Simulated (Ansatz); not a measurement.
# K2BrF: the cost of one run

Code: Ansatz 0.2.0. PAW datasets, plane waves, zero pressure. The cell comes from a prototype generator: it can be a known phase or a hypothetical one. Spin polarisation is off.

### Step 1. Starting point

This is the cell as the run starts from it, not yet at rest; its lengths are not the crystal's.

The symmetry is R-3m (No. 166, trigonal); conventional cell a = 4.050 Å, c = 19.841 Å, 23.49 Å³ an atom. F has 6 K at 2.86 Å; Br has 6 K at 2.86 Å; K has 3 F at 2.86 Å and 3 Br at 2.86 Å.

As a file:

```
CELL_PARAMETERS angstrom
2.02505 1.16916 6.61379
-2.02505 1.16916 6.61379
0.00000 -2.33833 6.61379
ATOMIC_POSITIONS crystal
F 0.00000 0.00000 0.00000
Br 0.50000 0.50000 0.50000
K 0.25000 0.25000 0.25000
K 0.75000 0.75000 0.75000
```

### Step 2. Relaxing with PBE

The input, input.yaml:

```yaml
crystal:
  lattice:
    - [2.0250512908, 1.1691639079, 6.6137898207]
    - [-2.0250512908, 1.1691639079, 6.6137898207]
    - [0.0, -2.3383278158, 6.6137898207]
  atoms:
    - { symbol: F, position: [1.0, 0.0, 0.0] }
    - { symbol: Br, position: [0.5, 0.5, 0.5] }
    - { symbol: K, position: [0.25, 0.25, 0.25] }
    - { symbol: K, position: [0.75, 0.75, 0.75] }
kpoints:
  mp_grid: { grid: [6, 6, 6] }
hamiltonian:
  xc: pbe
scf:
  occupations: { method: fermi_dirac, width: 0.02 }
relax:
  f_tol: 0.005
  cell: {}
```

The run is started by

```sh
$ ansatz run input.yaml --threads 2 --pin off --max-ram 2211MiB --backend cpu --events-out ev --progress --plain --runs-dir out
```

What time and memory should one allow on 2 threads of Intel Xeon at 2.70GHz, shared host?

About 16 s, with a peak of 0.43 GiB.
